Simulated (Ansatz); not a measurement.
# TiH5: a trial structure relaxed

Aim: relax a trial structure of TiH5 and see where it ends.

Computed with Ansatz 0.2.0 (DFT PBE, scalar-relativistic, plane waves, PAW, unless a step's input says otherwise).

## 1. The system as given

It takes space group P-62m (No. 189, hexagonal). The conventional cell has a = 3.993 Å, b = 3.993 Å, c = 3.724 Å, α = 90.00°, β = 90.00°, γ = 120.00°. Around Ti (site symmetry -62m) lie 12 H at 2.30 to 2.31 Å. H (site symmetry m2m) has 10 H at 2.28 to 2.35 Å and 2 Ti at 2.30 Å as nearest neighbours. H (site symmetry -6) is surrounded by 9 H at 2.28 to 2.31 Å and 3 Ti at 2.31 Å.

Coordinates:

```cif
data_structure
_symmetry_space_group_name_H-M 'P 1'
_symmetry_Int_Tables_number 1
_cell_length_a 3.9930
_cell_length_b 3.9930
_cell_length_c 3.7242
_cell_angle_alpha 90.000
_cell_angle_beta 90.000
_cell_angle_gamma 120.000
_cell_volume 51.42
loop_
_atom_site_label
_atom_site_type_symbol
_atom_site_fract_x
_atom_site_fract_y
_atom_site_fract_z
_atom_site_occupancy
Ti1 Ti 0.00000 0.00000 0.00000 1
H1 H 0.65997 0.00000 0.50000 1
H2 H 0.66667 0.33333 0.00000 1
H3 H 0.34003 0.34003 0.50000 1
H4 H 0.00000 0.65997 0.50000 1
H5 H 0.33333 0.66667 0.00000 1
```

The cell is invented: species swapped into a database cell of MgPt5 (P-62m, No. 189), with Ti on the Mg sites and H on the Pt sites. Lengths come from tabulated atomic sizes and are only a guess.

## 2. Probe: one point on a coarse mesh

Input file input.yaml:

```yaml
crystal:
  lattice:
    - [3.99304725, 0.0, 0.0]
    - [-1.99652362, 3.45808035, 0.0]
    - [0.0, 0.0, 3.72415016]
  atoms:
    - { symbol: Ti, position: [0.0, 0.0, 0.0] }
    - { symbol: H, position: [0.65997303, 0.0, 0.5] }
    - { symbol: H, position: [0.66666667, 0.33333333, 0.0] }
    - { symbol: H, position: [0.34002697, 0.34002697, 0.5] }
    - { symbol: H, position: [0.0, 0.65997303, 0.5] }
    - { symbol: H, position: [0.33333333, 0.66666667, 0.0] }
basis:
  ecutwfc: 420
kpoints:
  mp_grid: { grid: [6, 6, 6] }
hamiltonian:
  xc: pbe
scf:
  occupations: { method: gaussian, width: 0.1 }
  lower_state_search: "off"
output:
  forces: true
  stress: true
  eigenvalues: true
```

Started as:

```
ansatz run input.yaml --threads 1 --pin off --max-ram 2048MiB --backend cpu --events-out ev --progress --plain --runs-dir out
```

Further runs follow: coarse relaxation; relaxation on the finer mesh.

**Question.** What will these runs give? Wanted: conventional cell; volume; energy over the elements; gap on the mesh.

**Answer**, as computed:

| quantity | value |
| --- | --- |
| symmetry at the end (tolerance 0.05 Å) | space group P-62m (No. 189) |
| conventional cell | a = 3.467 Å, b = 3.467 Å, c = 3.058 Å, α = 90.00°, β = 90.00°, γ = 120.00° |
| volume | 5.31 Å³/atom |
| energy over the elements (uncorrected; H, N, O, F and Cl as molecules) | +0.13 eV/atom |
| gap on the mesh | none (metal) |

What this shows: The space group P-62m (No. 189) is kept, and the volume per atom shrinks by 38.1 % from the first guess. With a positive formation energy it can't be a ground state. No finished test with a distortion of lower symmetry is shown, so the end may be a saddle point.
